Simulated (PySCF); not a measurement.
# C6H7O2Se−: excited states, first hyperpolarisability

Wanted: excited states, first hyperpolarisability for C6H7O2Se− (`C[Se]C(/C=C/[O-])=C/C=O`).

Computed with PySCF 2.14.0 and routines of our own; the level stands in each step. Atoms count from 0.

### Step 1. The starting structure

16 atoms, charge -1, multiplicity 1; geometry from: GFN2-xTB.

### Step 2. Geometry optimisation at PBE0-D3(BJ)/def2-SVP

What the job is given:

```
{"job": {"xc": "PBE0", "basis": "def2-SVP", "d3": "d3bj", "grid": 2, "kind": "geom"}, "charge": -1, "multiplicity": 1}
C      2.449230    -0.297815     0.031438
Se     1.258834     0.169859     1.514343
C     -0.365819     0.293979     0.402141
C     -1.102107    -0.855535     0.202159
C     -0.832488    -2.117341     0.756693
O     -1.461646    -3.160441     0.576871
C     -0.561909     1.560804    -0.119656
C     -1.572518     1.937242    -1.024502
O     -1.736872     3.065244    -1.495817
H      2.151577    -1.269112    -0.358107
H      3.468800    -0.333037     0.408980
H      2.352508     0.465455    -0.737761
H     -1.968286    -0.785340    -0.443468
H      0.057996    -2.138561     1.430564
H      0.121587     2.347831     0.177721
H     -2.266485     1.125712    -1.333012
```

The run is started by

```bash
OMP_NUM_THREADS=1 python excited_run.py task.json out
```

One launch serves the whole session: the jobs run in the order shown.

Standard output:

```text
step   0  E = -2783.58249805  max force = 0.017505
step   1  E = -2783.58481315  max force = 0.002019
step   2  E = -2783.58486484  max force = 0.001969
step   3  E = -2783.58504047  max force = 0.002968
step   4  E = -2783.58521412  max force = 0.003316
step   5  E = -2783.58521696  max force = 0.004342
step   6  E = -2783.58613644  max force = 0.003516
step   7  E = -2783.58639438  max force = 0.002507
step   8  E = -2783.58642021  max force = 0.001733
step   9  E = -2783.58649830  max force = 0.001602
step  10  E = -2783.58651388  max force = 0.001279
step  11  E = -2783.58651500  max force = 0.001259
step  12  E = -2783.58653590  max force = 0.000330
step  13  E = -2783.58654222  max force = 0.000119
optimisation converged
```

It took 3.8 min on 1 thread of Arm Neoverse V2, shared host; peak memory 0.93 GiB.

Step by step:

```csv
step,energy from step 0 (eV),largest force component (eV/Å)
0,0.0000,0.9001
1,-0.0630,0.1038
2,-0.0644,0.1013
3,-0.0692,0.1526
4,-0.0739,0.1705
5,-0.0740,0.2233
6,-0.0990,0.1808
7,-0.1060,0.1289
8,-0.1067,0.0891
9,-0.1089,0.0824
10,-0.1093,0.0658
11,-0.1093,0.0647
12,-0.1099,0.0170
13,-0.1100,0.0061
```

Distances of close pairs at the start and the end, largest changes first:

```
  bond  before (Å)  after (Å)  change (Å)
Se1–C2       1.973      1.942      -0.031
 C6–C7       1.408      1.428      +0.021
 C3–C4       1.404      1.424      +0.020
 C2–C3       1.380      1.399      +0.019
 C2–C6       1.384      1.398      +0.014
C7–H15       1.111      1.124      +0.013
C3–H12       1.083      1.095      +0.013
C0–H10       1.088      1.100      +0.012
```

The end geometry stands in the next job.

| at the end point | value |
| --- | --- |
| point group (found at 0.08 Å tolerance) | C1 |
| rotational constants (GHz, main isotopes) | 1.209, 0.780, 0.504 |

### Step 3. Excited states: TDA wB97X-D/aug-cc-pVDZ

What the job is given:

```
{"job": {"kind": "states", "xc": "wB97X-D", "basis": "aug-cc-pVDZ", "tda": true, "soc": true, "nstates": 6, "ntriplets": 5, "nquad": 4}, "charge": -1, "multiplicity": 1}
C      2.496452    -0.713486     0.299447
Se     1.415409     0.624737     1.209537
C     -0.183264     0.579537     0.108744
C     -0.784425    -0.649679    -0.181429
C     -0.599544    -1.874694     0.520555
O     -1.135274    -2.954290     0.270531
C     -0.584098     1.855881    -0.296629
C     -1.868626     2.165380    -0.839316
O     -2.245452     3.266092    -1.237353
H      2.113005    -1.727778     0.468831
H      3.515750    -0.629646     0.704696
H      2.510792    -0.500191    -0.777705
H     -1.525945    -0.676558    -0.986951
H      0.098762    -1.795404     1.400126
H      0.100964     2.699571    -0.172925
H     -2.581742     1.296692    -0.867788
```

With the program's defaults for keys left out, this is: TDA wB97X-D/aug-cc-pVDZ excited states, vertical, gas phase, spin-orbit mean-field couplings.

Standard output:

```text
coarse grid: 66080 points
cycle   1  E = -2784.5441928457  dE =  6.098e-01  |g| = 1.129e+00  |ddm| = 1.246e+01
cycle   2  E = -2784.1148633910  dE =  4.293e-01  |g| = 1.912e+00  |ddm| = 6.815e+00
cycle   3  E = -2784.8188079610  dE = -7.039e-01  |g| = 1.233e-01  |ddm| = 3.971e+00
cycle   4  E = -2784.8222858656  dE = -3.478e-03  |g| = 7.355e-02  |ddm| = 6.060e-01
cycle   5  E = -2784.8237557341  dE = -1.470e-03  |g| = 1.711e-02  |ddm| = 2.840e-01
cycle   6  E = -2784.8238535711  dE = -9.784e-05  |g| = 7.680e-03  |ddm| = 9.175e-02
cycle   7  E = -2784.8238791913  dE = -2.562e-05  |g| = 2.250e-03  |ddm| = 4.470e-02
cycle   8  E = -2784.8238829958  dE = -3.805e-06  |g| = 8.418e-04  |ddm| = 2.063e-02
final grid: 140344 points
cycle   9  E = -2784.8229842119  dE = -2.563e-06  |g| = 1.011e-03  |ddm| = 6.386e-02
cycle  10  E = -2784.8229843074  dE = -9.554e-08  |g| = 1.056e-03  |ddm| = 8.618e-03
cycle  11  E = -2784.8229845529  dE = -2.455e-07  |g| = 1.760e-04  |ddm| = 2.610e-03
cycle  12  E = -2784.8229845663  dE = -1.332e-08  |g| = 1.170e-04  |ddm| = 1.125e-03
cycle  13  E = -2784.8229845721  dE = -5.883e-09  |g| = 4.043e-05  |ddm| = 7.006e-04
cycle  14  E = -2784.8229845731  dE = -9.773e-10  |g| = 1.533e-05  |ddm| = 3.221e-04
converged SCF energy = -2784.8229845731

Singlet excitations
state   eV       nm        f     d(h-e)  d(exc)  Lambda  PR(NTO)  |dmu|/D   mu/D   main configurations
  1   3.7893   327.2   0.35313   0.434   3.649   0.356   1.138    1.618    6.482   H->L+1 0.31, H->L+3 0.21, H->L 0.08
  2   3.9430   314.4   0.01078   2.708   5.480   0.245   1.071   10.791    7.524   H->L 0.44, H->L+1 0.15, H->L+4 0.11
  3   4.0110   309.1   0.14399   0.307   3.521   0.335   1.356    0.991    7.327   H-1->L+1 0.23, H-1->L+3 0.17, H->L+1 0.15
  4   4.2118   294.4   0.00219   0.676   4.711   0.308   2.028    1.854    6.236   H->L+3 0.24, H->L 0.10, H-2->L+1 0.09
  5   4.2546   291.4   0.05282   0.642   4.094   0.315   2.192                     H->L+3 0.22, H-2->L+1 0.17, H-2->L+3 0.15
  6   4.3297   286.4   0.00736   1.255   5.430   0.243   1.034                     H->L+2 0.27, H->L+5 0.24, H->L+4 0.14

Triplet excitations (Tamm-Dancoff)
state   eV     d(h-e)  d(exc)  Lambda  PR(NTO)   main configurations
  1   2.1208   0.163   3.268   0.393   1.023   H->L+1 0.34, H->L+3 0.31, H->L+4 0.22
  2   3.5801   0.405   3.239   0.313   1.277   H-1->L+1 0.24, H-1->L+3 0.22, H-1->L+4 0.14
  3   3.8385   0.448   3.107   0.302   1.455   H-2->L+1 0.23, H-2->L+3 0.23, H-2->L+4 0.15
  4   3.9171   2.884   5.576   0.225   1.015   H->L 0.50, H->L+2 0.11, H->L+1 0.10
  5   4.0899   0.600   4.078   0.334   1.776   H->L+3 0.16, H->L+9 0.10, H->L+14 0.10
S1 - T1 = 1.6686 eV

Spin-orbit couplings |<S|Hso|T>| (cm-1)
             T1       T2       T3       T4       T5
S0       17.979  144.978  109.182   46.794  137.690
S1       21.378   47.450   25.527   15.275   43.717
S2       22.699    6.039    3.023    4.977   13.503
S3       41.537   30.197   25.516   10.501   15.733
S4       19.557   16.461    4.735   11.092    8.051
S5       13.101   24.654    7.074   12.351   15.272
S6       22.636    4.710    2.573   21.743   21.465
T1 sublevels (cm-1): 0.000 0.033 0.086   radiative rates (1/s): 59.4 2.2 15.9
```

Run time: 1.7 min. Hardware: 1 thread of Arm Neoverse V2, shared host; peak memory 1.2 GiB.

From this job:

```
  quantity    value
S1 less T1  1.67 eV
```

### Step 4. Excited states: TDDFT CAM-B3LYP/aug-cc-pVDZ

Settings changed since step 3:

```diff
@@ -1,2 +1,2 @@
-{"job": {"kind": "states", "xc": "wB97X-D", "basis": "aug-cc-pVDZ", "tda": true, "soc": true, "nstates": 6, "ntriplets": 5, "nquad": 4}, "charge": -1, "multiplicity": 1}
+{"job": {"kind": "states", "xc": "CAM-B3LYP", "basis": "aug-cc-pVDZ", "tpa": true, "nstates": 8, "nquad": 6, "ntriplets": 0}, "charge": -1, "multiplicity": 1}
 C      2.496452    -0.713486     0.299447
```

Level: TDDFT CAM-B3LYP/aug-cc-pVDZ excited states, vertical, gas phase, two-photon moments by quadratic response.

Standard output:

```text
coarse grid: 66080 points
cycle   1  E = -2784.5619362664  dE =  5.811e-01  |g| = 1.121e+00  |ddm| = 1.405e+01
cycle   2  E = -2783.9548140649  dE =  6.071e-01  |g| = 2.104e+00  |ddm| = 8.280e+00
cycle   3  E = -2784.8268431004  dE = -8.720e-01  |g| = 1.560e-01  |ddm| = 5.242e+00
cycle   4  E = -2784.8319055953  dE = -5.062e-03  |g| = 9.486e-02  |ddm| = 7.549e-01
cycle   5  E = -2784.8342881418  dE = -2.383e-03  |g| = 2.077e-02  |ddm| = 3.435e-01
cycle   6  E = -2784.8343999306  dE = -1.118e-04  |g| = 8.115e-03  |ddm| = 9.721e-02
cycle   7  E = -2784.8344224970  dE = -2.257e-05  |g| = 2.455e-03  |ddm| = 4.013e-02
cycle   8  E = -2784.8344252257  dE = -2.729e-06  |g| = 8.816e-04  |ddm| = 1.601e-02
final grid: 140344 points
cycle   9  E = -2784.8344202263  dE = -2.206e-07  |g| = 9.088e-04  |ddm| = 2.202e-02
cycle  10  E = -2784.8344200460  dE =  1.803e-07  |g| = 1.344e-03  |ddm| = 7.247e-03
cycle  11  E = -2784.8344204730  dE = -4.270e-07  |g| = 1.693e-04  |ddm| = 3.309e-03
cycle  12  E = -2784.8344204810  dE = -7.974e-09  |g| = 7.109e-05  |ddm| = 5.586e-04
cycle  13  E = -2784.8344204834  dE = -2.410e-09  |g| = 3.316e-05  |ddm| = 5.402e-04
cycle  14  E = -2784.8344204840  dE = -5.239e-10  |g| = 7.518e-06  |ddm| = 2.546e-04
converged SCF energy = -2784.8344204840

Singlet excitations
state   eV       nm        f     d(h-e)  d(exc)  Lambda  PR(NTO)  |dmu|/D   mu/D   delta(TPA)   sigma/GM   main configurations
  1   3.5169   352.5   0.28866   1.043   4.181   0.367   1.133    3.577    4.457       25.64      0.116   H->L+1 0.45, H->L 0.26, H->L+3 0.15
  2   3.6698   337.9   0.07153   3.175   5.618   0.272   1.048   12.435    7.388      117.95      0.582   H->L 0.53, H->L+1 0.26, H->L+4 0.09
  3   3.9449   314.3   0.03318   0.265   3.539   0.351   1.353    0.904    6.841       26.62      0.152   H-1->L+1 0.38, H-1->L+3 0.12, H-1->L+4 0.10
  4   4.0190   308.5   0.01418   0.574   5.234   0.317   1.061    2.366    8.616      230.12      1.362   H->L+3 0.58, H->L+2 0.10
  5   4.1326   300.0   0.00726   1.283   5.524   0.196   1.024    4.640    5.668      277.90      1.739   H->L+2 0.50, H->L+5 0.20, H->L+4 0.12
  6   4.1940   295.6   0.00788   0.612   3.566   0.325   1.699    1.990    5.708       12.07      0.078   H-2->L+1 0.37, H-2->L+3 0.13, H-2->L+4 0.12
  7   4.2619   290.9   0.05138   2.481   5.571   0.312   1.177                                            H->L+4 0.36, H->L+2 0.24, H->L+3 0.10
  8   4.3820   282.9   0.01107   1.713   4.165   0.240   1.569                                            H-1->L 0.46, H-3->L 0.10
```

Run time: 2.1 min. Hardware: 1 thread of Arm Neoverse V2, shared host; peak memory 1.3 GiB.

### Step 5. First hyperpolarisability: quadratic response CAM-B3LYP/aug-cc-pVDZ

Settings changed since step 4:

```diff
@@ -1,2 +1,2 @@
-{"job": {"kind": "states", "xc": "CAM-B3LYP", "basis": "aug-cc-pVDZ", "tpa": true, "nstates": 8, "nquad": 6, "ntriplets": 0}, "charge": -1, "multiplicity": 1}
+{"job": {"kind": "beta", "xc": "CAM-B3LYP", "basis": "aug-cc-pVDZ"}, "charge": -1, "multiplicity": 1}
 C      2.496452    -0.713486     0.299447
```

Level: quadratic response CAM-B3LYP/aug-cc-pVDZ first hyperpolarisability, Taylor convention, gas phase.

Standard output:

```text
coarse grid: 66080 points
cycle   1  E = -2784.5619362664  dE =  5.811e-01  |g| = 1.121e+00  |ddm| = 1.405e+01
cycle   2  E = -2783.9548140649  dE =  6.071e-01  |g| = 2.104e+00  |ddm| = 8.280e+00
cycle   3  E = -2784.8268431004  dE = -8.720e-01  |g| = 1.560e-01  |ddm| = 5.242e+00
cycle   4  E = -2784.8319055953  dE = -5.062e-03  |g| = 9.486e-02  |ddm| = 7.549e-01
cycle   5  E = -2784.8342881418  dE = -2.383e-03  |g| = 2.077e-02  |ddm| = 3.435e-01
cycle   6  E = -2784.8343999306  dE = -1.118e-04  |g| = 8.115e-03  |ddm| = 9.721e-02
cycle   7  E = -2784.8344224970  dE = -2.257e-05  |g| = 2.455e-03  |ddm| = 4.013e-02
cycle   8  E = -2784.8344252257  dE = -2.729e-06  |g| = 8.816e-04  |ddm| = 1.601e-02
final grid: 140344 points
cycle   9  E = -2784.8344202263  dE = -2.206e-07  |g| = 9.088e-04  |ddm| = 2.202e-02
cycle  10  E = -2784.8344200460  dE =  1.803e-07  |g| = 1.344e-03  |ddm| = 7.247e-03
cycle  11  E = -2784.8344204730  dE = -4.270e-07  |g| = 1.693e-04  |ddm| = 3.309e-03
cycle  12  E = -2784.8344204810  dE = -7.974e-09  |g| = 7.109e-05  |ddm| = 5.586e-04
cycle  13  E = -2784.8344204834  dE = -2.410e-09  |g| = 3.316e-05  |ddm| = 5.402e-04
cycle  14  E = -2784.8344204840  dE = -5.239e-10  |g| = 7.518e-06  |ddm| = 2.546e-04
converged SCF energy = -2784.8344204840

Lowest singlets (eV, f): 3.5169 0.2887  3.6698 0.0715  3.9449 0.0332

First hyperpolarisability (au)
process     nm      |vector|   parallel      HRS      DR
static         -      668.19    -367.16     287.98   4.416
shg       1907.0      716.52    -390.81      310.4    4.35
eope      1907.0      683.55    -374.76          -       -
shg       1064.0      854.47    -453.56     377.44   4.076
eope      1064.0      720.19    -392.58          -       -
```

Wall time 1.8 min (1 thread of Arm Neoverse V2, shared host); peak memory 1.3 GiB.

### Step 6. Summary of results

```
                                                   quantity                                                value
                                                point group                                                   C1
                       rotational constants (main isotopes)                                 1.21, 0.78, 0.50 GHz
               S1 less T1 (step 3, TDA wB97X-D/aug-cc-pVDZ)                                              1.67 eV
β vector (step 5, quadratic response CAM-B3LYP/aug-cc-pVDZ)  static 668, SHG 1907.0 nm 717, SHG 1064.0 nm 854 au
```

Relaxing lowered the energy by 0.110 eV in 13 steps; the close pair that moved most is Se1–C2, from 1.973 to 1.942 Å. Scalar relativity is left out for the heavy atoms. For an anion in the gas phase, states above the energy of detachment are held by the basis alone, so excitations and responses hang on it. In step 3, the number of triplets below S1 is 2, and the largest singlet-triplet spin-orbit coupling is S0–T2, 144.98 cm⁻¹. Steps that list no spin-orbit terms leave them out, which matters at and beside the heavy atoms. β grows from 668 au (static) to 854 au for doubling at 1064.0 nm: normal dispersion, which grows as twice the photon energy moves toward the bright states.
